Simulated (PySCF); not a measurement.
# N²⁺, N³⁺: ionisation energy in cc-pVTZ-DK

Aim: the ionisation energy of nitrogen from differences of total energies, at each level of theory, and how far each lands from the tabulated value where there is one.

Program: PySCF 2.14.0. Level of theory: unrestricted determinants in a Gaussian basis, no spin-orbit coupling in the energies. These are calculated values, not measurements, unless marked.

## (1) What is computed

| Item | Value |
| --- | --- |
| Element | nitrogen (Z = 7) |
| Basis | cc-pVTZ-DK |
| Hamiltonian | scalar relativity by spin-free X2C-1e |
| State 1 | N²⁺: [He] 2s2 2p1, 2P determinant |
| State 2 | N³⁺: [He] 2s2, closed-shell 1S |
| Methods | UHF, M06-2X, M06-L, MP2, CCSD(T) |
| Core shells frozen in the correlated runs | valence: 1s2 (for N²⁺) |

The outer shells:

N2+ [He] 2s2 2p1
```
[He] core
2s [↑↓]
2p [↑ ][  ][  ]
```

N3+ [He] 2s2
```
[He] core
2s [↑↓]
```

One driver process ran all states and methods and kept the integrals in memory. Each run is shown as a PySCF script that sums up its settings (the driver passes frozen orbitals as a list and adds second-order terms of double hybrids); the logs are those of the runs themselves. The driver starts from symmetry-adapted Hartree-Fock orbitals, holds the occupation by maximum overlap and uses a logarithmic radial grid for functionals, so a plain start would take other cycles.

It was started by

```
$ OMP_NUM_THREADS=1 python atomrun2.py TASK.json OUT
```

The integrals over 30 functions and the set-up took 0.04 s of CPU time.

## (2) N²⁺, method by method

UHF:

File input.py:

```python
from pyscf import gto, scf, dft, mp, cc
import basis_set_exchange as bse
mol = gto.M(atom="N 0 0 0", charge=2, spin=1, symmetry="D2h",
            basis=gto.basis.parse(bse.get_basis("cc-pVTZ-DK", elements=["N"], fmt="nwchem", header=False)),
            nucmod="G")
mf = scf.UHF(mol).sfx2c1e()
mf.irrep_nelec = {'Ag': (2, 2), 'B2u': (1, 0)}
mf.kernel()
```

M06-2X:

input.py, as changed from the run before:

```diff
@@ -5,3 +5,3 @@
             nucmod="G")
-mf = scf.UHF(mol).sfx2c1e()
+mf = dft.UKS(mol, xc="M062X").sfx2c1e()
 mf.irrep_nelec = {'Ag': (2, 2), 'B2u': (1, 0)}
```

M06-L:

input.py, as changed from the run before:

```diff
@@ -5,3 +5,3 @@
             nucmod="G")
-mf = dft.UKS(mol, xc="M062X").sfx2c1e()
+mf = dft.UKS(mol, xc="M06L").sfx2c1e()
 mf.irrep_nelec = {'Ag': (2, 2), 'B2u': (1, 0)}
```

MP2 (valence):

input.py, as changed from the run before:

```diff
@@ -5,4 +5,5 @@
             nucmod="G")
-mf = dft.UKS(mol, xc="M06L").sfx2c1e()
+mf = scf.UHF(mol).sfx2c1e()
 mf.irrep_nelec = {'Ag': (2, 2), 'B2u': (1, 0)}
 mf.kernel()
+mp.UMP2(mf, frozen=1).kernel()
```

CCSD(T) (valence):

input.py, as changed from the run before:

```diff
@@ -8,2 +8,3 @@
 mf.kernel()
-mp.UMP2(mf, frozen=1).kernel()
+mycc = cc.CCSD(mf, frozen=1).run()
+mycc.ccsd_t()
```

## (3) N³⁺: the ladder of methods

UHF:

File input.py:

```python
from pyscf import gto, scf, dft, mp, cc
import basis_set_exchange as bse
mol = gto.M(atom="N 0 0 0", charge=3, spin=0, symmetry="D2h",
            basis=gto.basis.parse(bse.get_basis("cc-pVTZ-DK", elements=["N"], fmt="nwchem", header=False)),
            nucmod="G")
mf = scf.UHF(mol).sfx2c1e()
mf.irrep_nelec = {'Ag': (2, 2)}
mf.kernel()
```

M06-2X:

input.py, as changed from the run before:

```diff
@@ -5,3 +5,3 @@
             nucmod="G")
-mf = scf.UHF(mol).sfx2c1e()
+mf = dft.UKS(mol, xc="M062X").sfx2c1e()
 mf.irrep_nelec = {'Ag': (2, 2)}
```

M06-L:

input.py, as changed from the run before:

```diff
@@ -5,3 +5,3 @@
             nucmod="G")
-mf = dft.UKS(mol, xc="M062X").sfx2c1e()
+mf = dft.UKS(mol, xc="M06L").sfx2c1e()
 mf.irrep_nelec = {'Ag': (2, 2)}
```

MP2 (valence):

input.py, as changed from the run before:

```diff
@@ -5,4 +5,5 @@
             nucmod="G")
-mf = dft.UKS(mol, xc="M06L").sfx2c1e()
+mf = scf.UHF(mol).sfx2c1e()
 mf.irrep_nelec = {'Ag': (2, 2)}
 mf.kernel()
+mp.UMP2(mf, frozen=1).kernel()
```

CCSD(T) (valence):

input.py, as changed from the run before:

```diff
@@ -8,2 +8,3 @@
 mf.kernel()
-mp.UMP2(mf, frozen=1).kernel()
+mycc = cc.CCSD(mf, frozen=1).run()
+mycc.ccsd_t()
```

**Question.** What will these runs give?

As calculated:

```
              quantity                                                      value
ionisation energy, N²⁺  UHF 47.255, CCSD(T) (valence) 47.226 eV; reference 47.445
```

Each level's miss and price (over 1 difference):

```csv
method,mean absolute miss against CCSD(T) (valence) (eV),"CPU time, both states (s)"
UHF,0.029,0.12
M06-2X,0.333,0.37
M06-L,0.885,0.37
MP2 (valence),0.212,0.13
SCS-MP2 (valence),0.163,0.13
CCSD (valence),0.028,
CCSD(T) (valence),0.000,0.48
```

**Reading.** The methods span 0.913 eV, from CCSD (valence) (47.198) to M06-L (48.111). The reference is uncertain or not like for like (spin-orbit coupling or other relativistic terms), so no ranking of close methods is drawn. All values hold for this basis alone; no basis-set limit was taken. The dearest level timed, CCSD(T) (valence), costs 4 times the cheapest, UHF, and differs from CCSD(T) (valence) by 0.00 against 0.03 eV; CCSD(T) (valence) in this basis is a yardstick, not the exact answer.
